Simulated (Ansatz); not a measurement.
# C2H2BFO: the cost of one run

All numbers below are computed with Ansatz 0.2.0 (RKS B3LYP/def2-SVP).

## 1. The starting structure

Bond lengths: C1–C2 1.245 Å, C2–B3 1.557 Å, B3–O4 1.400 Å, B3–F5 1.442 Å, C1–H6 1.019 Å, O4–H7 0.957 Å. Angles: C1–C2–B3 178.0°, C2–C1–H6 173.7°, C2–B3–O4 119.5°, C2–B3–F5 119.3°, O4–B3–F5 121.0°, B3–O4–H7 110.3°.

Coordinates:

```xyz
7

C     0.6735   -0.1961    1.8310
C     0.1977    0.0861    0.7158
B    -0.3706    0.3960   -0.7007
O    -0.9585   -0.6316   -1.4484
F    -0.1832    1.7105   -1.2631
H     0.9969   -0.3463    2.7859
H    -0.2945   -1.0866   -1.9661
```

## 2. End point A

input.yaml

```yaml
crystal:
  periodic: [false, false, false]
  atoms:
    - { symbol: C, position_ang: [0.6735, -0.1961, 1.831] }
    - { symbol: C, position_ang: [0.1977, 0.0861, 0.7158] }
    - { symbol: B, position_ang: [-0.3706, 0.396, -0.7007] }
    - { symbol: O, position_ang: [-0.9585, -0.6316, -1.4484] }
    - { symbol: F, position_ang: [-0.1832, 1.7105, -1.2631] }
    - { symbol: H, position_ang: [0.9969, -0.3463, 2.7859] }
    - { symbol: H, position_ang: [-0.2945, -1.0866, -1.9661] }
basis:
  gaussian: { orbitals: def2-SVP }
hamiltonian:
  xc: b3lyp
relax:
  f_tol: 0.015
  max_steps: 40
output:
  orbitals: {}
```

The run is started by

```
ansatz run input.yaml --threads 1 --pin off --max-ram 2048MiB --backend cpu --events-out ev --progress --plain --runs-dir out
```

Q: Estimate wall time and peak memory on 1 thread of Intel Xeon Platinum 8488C (Sapphire Rapids), shared host.

About 59 s, with a peak of 0.17 GiB.
